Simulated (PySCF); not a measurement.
Molecule: Cl2C2BrH, in a box.

```xyz
6
Lattice="12.0000 0.0000 0.0000 0.0000 13.0000 0.0000 0.0000 0.0000 12.0000" Properties=species:S:1:pos:R:3 pbc="T T T"
Cl    6.1966    4.5696    7.3068
C     6.5041    6.1599    6.8236
C     5.9480    6.7122    5.7249
Cl    4.9340    5.8530    4.6102
Br    6.2219    8.5245    5.2738
H     7.0407    6.7597    7.4892
```

The cell isn't the ideal one: atoms moved at random, drawn with an rms of 0.05 Å.

Base run:

```yaml
Program: PySCF 2.14.0
Functional: wB97X
Potentials_or_basis: pob-tzvp-rev2 (all-electron)
k_mesh: 1 × 1 × 1
Occupations: fixed
Spin: no spin polarisation
```

Its results: gap between the frontier levels 11.01 eV.

After a change of settings the same cell gave: gap between the frontier levels 4.35 eV. Which change was it?
A. functional from wB97X to B3LYP5; dispersion from none to D3(OP)
B. functional from wB97X to PBE
C. functional from wB97X to SCAN; dispersion from none to D3

B.

wB97X gives the wider gap, since exact exchange removes part of the self-interaction.

Caveats: this is a molecule in a periodic box at the Γ point, so its band gap is the HOMO-LUMO gap; relativity is left out, which matters for the heavier elements; the basis of atomic orbitals isn't converged, which shifts pressures, moduli and gaps.
